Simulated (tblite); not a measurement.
# C6H10BF2N: the cost of one run

The runs use tblite 0.8.0 and PySCF 2.14.0, with density-fitted response routines of our own; the level of theory stands in each step. All values are computed, except where a source is named. Atoms are numbered from 0 throughout.

### 1 The starting structure

20 atoms, charge 0, multiplicity 1; geometry from: force field or distance geometry start.

Bonds of the start (Å): C0–N1 1.47, N1–C2 1.48, N1–B3 1.53, B3–F4 1.43, B3–C5 1.57, C5–C6 1.39, C6–C7 1.49, C7–C8 1.43, C8–F9 1.38, C8–C5 1.49, C0–H10 1.10, C0–H11 1.10, C0–H12 1.13, C2–H13 1.10, C2–H14 1.11, C2–H15 1.11, C6–H16 1.08, C7–H17 1.11, C7–H18 1.12, C8–H19 1.12.

### 2 Geometry optimisation with GFN2-xTB

The job: settings as JSON, then the geometry in Å.

```
{"job": {"kind": "relax", "xc": "GFN2-xTB", "basis": "xTB"}, "charge": 0, "multiplicity": 1}
C      2.188400     1.216000     1.376700
N      1.313500     0.107200     0.954700
C      2.143200    -1.072800     0.621300
B      0.462600     0.524900    -0.251500
F      1.089100     1.030000    -1.433800
C     -1.062200     0.160700    -0.268600
C     -2.081600     0.300600    -1.204200
C     -3.050100    -0.320800    -0.250200
C     -1.997800    -0.467500     0.705900
F     -1.678600    -1.789000     0.952800
H      2.759000     0.931400     2.278400
H      2.888100     1.506200     0.573300
H      1.557100     2.102800     1.665500
H      2.728700    -1.395200     1.498800
H      2.832400    -0.840000    -0.216900
H      1.478200    -1.922100     0.344000
H     -2.146600     0.698200    -2.204400
H     -3.845900     0.388600     0.058500
H     -3.449200    -1.288600    -0.635900
H     -2.133700     0.140200     1.635700
```

Run with:

```
$ OMP_NUM_THREADS=1 python probes_run.py task.json out
```

This one command runs all jobs of the session in turn.

Q: Estimate the wall time of this first job on 1 thread of Arm Neoverse V2, shared host.

About 1.2 s.
